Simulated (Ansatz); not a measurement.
# C: the cost of one run

Method: DFT r2SCAN, scalar-relativistic, plane waves, PAW, in Ansatz 0.2.0.

## 1. The system as given

The structure is hexagonal, space group P6/mmm (No. 191). Conventional cell: a = 2.456 Å, b = 2.456 Å, c = 8.524 Å, α = 90.00°, β = 90.00°, γ = 120.00°. C (site symmetry -6m2) is surrounded by 3 C at 1.42 Å.

Structure file:

```
C
1.0
     2.45617    0.00000    0.00000
    -1.22809    2.12711    0.00000
     0.00000    0.00000    8.52380
C
2
Direct
  0.33333 0.66667 0.00000
  0.66667 0.33333 0.00000
```

Source of the structure: the Materials Project (structure only).

(A quick probe on a coarse mesh, which set the mesh and smearing, is not shown.)

## 3. Relaxing cell and atoms

input.yaml reads:

```yaml
crystal:
  lattice:
    - [2.4561701622, 0.0, 0.0]
    - [-1.2280850811, 2.1271057565, 0.0]
    - [0.0, 0.0, 8.52380336]
  atoms:
    - { symbol: C, position: [0.33333333, 0.66666667, 0.0] }
    - { symbol: C, position: [0.66666667, 0.33333333, 0.0] }
basis:
  ecutwfc: 500
kpoints:
  mp_grid: { grid: [18, 18, 6] }
hamiltonian:
  xc: r2scan
scf:
  occupations: { method: gaussian, width: 0.1 }
output:
  forces: true
  stress: true
  eigenvalues: true
relax:
  adjacent_minimum: "off"
  f_tol: 0.005
  max_steps: 80
  cell: { stress_tol: 0.05 }
```

Started as:

```
$ ansatz run input.yaml --threads 2 --pin off --max-ram 5120MiB --backend cpu --events-out ev --progress --plain --runs-dir out
```

**Question.** How long does this run take on 2 threads of Intel Xeon 6975P-C (Granite Rapids), shared host, and how much memory does it need?

About 5 s, with a peak of 0.53 GiB.
